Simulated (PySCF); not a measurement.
# F2Tl2 (Tl2(F)2): the cost of one run

The runs use PySCF 2.14.0; B3LYP, Tl def2-SVP with ECP60, F def2-SVP; scalar-relativistic core potentials, no spin–orbit coupling.

2 further runs of the same task are left out: 2 for a known fault of the program.

## Step 1: The system as given

4 atoms, charge 0, spin multiplicity 1.

Bond lengths: Tl1–F3 2.314 Å, Tl1–F4 2.314 Å, Tl2–F3 2.314 Å, Tl2–F4 2.314 Å. Angles: F3–Tl1–F4 74.0°, F3–Tl2–F4 74.0°, Tl1–F3–Tl2 106.0°, Tl1–F4–Tl2 106.0°.

Coordinates:

```
Tl    0.00000    0.00000    1.84747
Tl    0.00000    0.00000   -1.84747
F     1.39328    0.00000    0.00000
F    -1.39328    0.00000    0.00000
```

Formal oxidation states: Tl +1. An earlier session relaxed this geometry at B3LYP, Tl def2-SVP with ECP60, F def2-SVP (singlet, point group D2h).

Its energy there is -544.835381 Eh.

## Step 2: Atoms moved at random, σ = 0.1 Å

Contents of run.py (the lines that set the calculation):

```python
mol = gto.M(atom='''
Tl     0.03851    -0.06023     1.82389
Tl     0.16305    -0.05086    -1.86216
F      1.27743    -0.09095    -0.15551
F     -1.47899     0.20205     0.19378''',
    basis={'Tl': 'def2-SVP', 'F': 'def2-SVP'},
    ecp={'Tl': 'def2-SVP'},
    charge=0, spin=0)
mf = dft.RKS(mol, xc='B3LYP')
mf.grids.atom_grid = (50, 194)
mf = mf.density_fit()  # fitting sets: Tl def2-universal-JKFIT, F def2-universal-JKFIT
mf.conv_tol = 1e-08; mf.max_cycle = 55
mf.kernel(dm0)  # dm0: the density of the relaxed state
```

Run with:

```console
$ OMP_NUM_THREADS=2 python run.py
```

**Question.** How long does this run take on 2 threads of Arm Neoverse V2, shared host?

About 2 s.
